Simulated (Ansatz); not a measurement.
**Iron, simple cubic under m-r²SCAN: ground state and equation of state**

Aim: take iron in the simple cubic structure, relax it, solve it on a dense k-mesh, then scale the cell to 7 volumes from 88 to 112 % of the relaxed one and try a fit of the equation of state. The start is ferromagnetic. The k-meshes are 13×13×13 for the relaxation; 22×22×22 for the dense run; 15×15×15 for the volumes.

This is Fe in the simple cubic structure; at room conditions it is bcc.

Computed with Ansatz 0.2.0 (DFT m-r2SCAN, plane waves (500 eV) with PAW, scalar-relativistic; the PAW data stem from PBE, with regenerated cores; m-r²SCAN is r²SCAN on the gauge-invariant kinetic-energy density, unless a step says otherwise).

### 1 The system as given

It takes space group Pm-3m (No. 221, cubic). The conventional cell has a = 2.334 Å, b = 2.334 Å, c = 2.334 Å, α = 90.00°, β = 90.00°, γ = 90.00°. Fe (site symmetry m-3m) has 6 Fe at 2.33 Å as nearest neighbours.

Coordinates:

```cif
data_structure
_symmetry_space_group_name_H-M 'P 1'
_symmetry_Int_Tables_number 1
_cell_length_a 2.3343
_cell_length_b 2.3343
_cell_length_c 2.3343
_cell_angle_alpha 90.000
_cell_angle_beta 90.000
_cell_angle_gamma 90.000
_cell_volume 12.72
loop_
_atom_site_label
_atom_site_type_symbol
_atom_site_fract_x
_atom_site_fract_y
_atom_site_fract_z
_atom_site_occupancy
Fe1 Fe 0.00000 0.00000 0.00000 1
```

Starting moments (μB): +2.5.

### 2 Relaxation of the cell

File input.yaml:

```yaml
crystal:
  lattice:
    - [2.3342634294, 0.0, 0.0]
    - [0.0, 2.3342634294, 0.0]
    - [0.0, 0.0, 2.3342634294]
  atoms:
    - { symbol: Fe, position: [0.0, 0.0, 0.0], spin: 2.5 }
hamiltonian:
  xc: mr2scan
  pseudopotentials:
    kind: paw
    azcp:
      Fe: "pseudopotentials/Fe.paw.azcp"
basis:
  ecutwfc: 500
  fft_grid_basis: typed
kpoints:
  mp_grid: { grid: [13, 13, 13], shift: [0, 0, 0] }
magnetization:
  spin_polarized: true
scf:
  occupations: { method: fermi_dirac, width: 0.05 }
relax:
  max_steps: 60
  f_tol: 0.01
  cell: {}
```

The runs that follow: The energy on a finer k-mesh; Volume × 0.88; Volume × 0.92; Volume × 0.96; Volume × 1.0; Volume × 1.04; Volume × 1.08; Volume × 1.12.

Q: Predict the outcome of this session. Wanted: space group; conventional cell; volume; shortest distance; gap on the mesh; magnetic state; relative to bcc, ferromagnetic; V₀, B₀, B₀′.

The runs gave:

| quantity | value |
| --- | --- |
| space group (spins left aside) | Pm-3m (No. 221) |
| conventional cell | a = 2.331 Å |
| volume | 12.665 Å³/atom |
| shortest distance | 2.331 Å |
| gap on the mesh | none (levels filled in part) |
| magnetic state | ferromagnetic, up to 2.24 μB per atom |
| relative to bcc, ferromagnetic | +864 meV/atom |
| V₀, B₀, B₀′ | 12.622 Å³/atom, 145 GPa, 3.4 |

**Reading.** The relaxation shrank the cell by 0.4 % in volume. It lies 864 meV/atom above the element's reference form at the same level (bcc, ferromagnetic, from a run of its own), so it is far from stable. The final state is ferromagnetic (largest moment 2.24 μB). Levels at the Fermi energy are filled in part, as in a metal. B₀ comes out at 145 GPa. Relaxation kept the symmetry; phonons were not checked.
